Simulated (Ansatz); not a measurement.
# CH₇NSSi: small, medium and large basis sets

Aim: see how fast density functionals converge with the basis set for CH₇NSSi.

The runs use Ansatz 0.2.0, Gaussian basis; one geometry, several basis sets.

Levels to be run: PBE0-D4/def2-SVP; ωB97M-V/def2-SVP; PBE0-D4/def2-QZVPP; ωB97M-V/def2-QZVPP; the functionals' def2-TZVPP values are taken from earlier runs.

## Step 1: Structure used throughout

An earlier PBE0-D4 in a triple-zeta def2 set relaxation fixed the geometry.

SMILES `NCS[SiH3]`, 11 atoms, charge 0, spin multiplicity 1.

Atoms are counted from 1 here; the program's logs count them from 0.

Bond lengths: N1–C2 1.438 Å, N1–H5 1.012 Å, N1–H6 1.011 Å, C2–S3 1.833 Å, C2–H7 1.091 Å, C2–H8 1.099 Å, S3–Si4 2.124 Å, Si4–H9 1.489 Å, Si4–H10 1.483 Å, Si4–H11 1.488 Å. Angles: C2–N1–H5 111.1°, C2–N1–H6 111.4°, H5–N1–H6 108.8°, N1–C2–S3 108.0°, N1–C2–H7 108.9°, N1–C2–H8 115.3°, S3–C2–H7 108.3°, S3–C2–H8 107.9°, H7–C2–H8 108.2°, C2–S3–Si4 99.2°, S3–Si4–H9 110.7°, S3–Si4–H10 106.2°, S3–Si4–H11 112.4°, H9–Si4–H10 110.4°, H9–Si4–H11 107.7°, H10–Si4–H11 109.5°.

## Step 2: PBE0-D4 in def2-SVP

File in.yaml:

```yaml
crystal:
  periodic: [false, false, false]
  atoms:
    - {symbol: N, position_ang: [-0.875209, 2.047809, 0.020241]}
    - {symbol: C, position_ang: [-0.230322, 0.846103, -0.435844]}
    - {symbol: S, position_ang: [0.908107, 0.277902, 0.883503]}
    - {symbol: Si, position_ang: [0.919040, -1.801797, 0.451004]}
    - {symbol: H, position_ang: [-1.347737, 2.518769, -0.740184]}
    - {symbol: H, position_ang: [-1.546934, 1.851156, 0.750470]}
    - {symbol: H, position_ang: [0.361538, 1.077554, -1.322638]}
    - {symbol: H, position_ang: [-0.906263, 0.014973, -0.680906]}
    - {symbol: H, position_ang: [-0.464277, -2.351279, 0.474090]}
    - {symbol: H, position_ang: [1.744696, -2.438574, 1.505802]}
    - {symbol: H, position_ang: [1.502961, -2.099515, -0.885039]}
basis:
  gaussian: {orbitals: def2-SVP}
hamiltonian: {xc: pbe0, dispersion: d4}
output: {orbitals: {seedname: orbitals}}
```

Launch:

```bash
$ ansatz run in.yaml --threads 4 --pin off --events-out ev --progress --plain --max-ram 10444MiB
```

Further steps of the session: ωB97M-V in def2-SVP; PBE0-D4 in def2-QZVPP; ωB97M-V in def2-QZVPP.

**Question.** What will the summary of the whole plan be? Wanted: PBE0-D4: double and triple zeta above quadruple; ωB97M-V: double and triple zeta above quadruple.

As calculated:

| quantity | value |
| --- | --- |
| PBE0-D4: double and triple zeta above quadruple | 10.42, 0.76 eV |
| ωB97M-V: double and triple zeta above quadruple | 10.54, 0.73 eV |

In words: For PBE0-D4 the step from double to triple zeta gains 9.66 eV and the next only 0.76 eV. These are total energies; as a rule much of such shifts cancels in differences, which this series doesn't test. The LUMO of ωB97M-V is positive and keeps falling with the basis (2.54 to 1.47 eV): an unbound level that the basis holds in place.
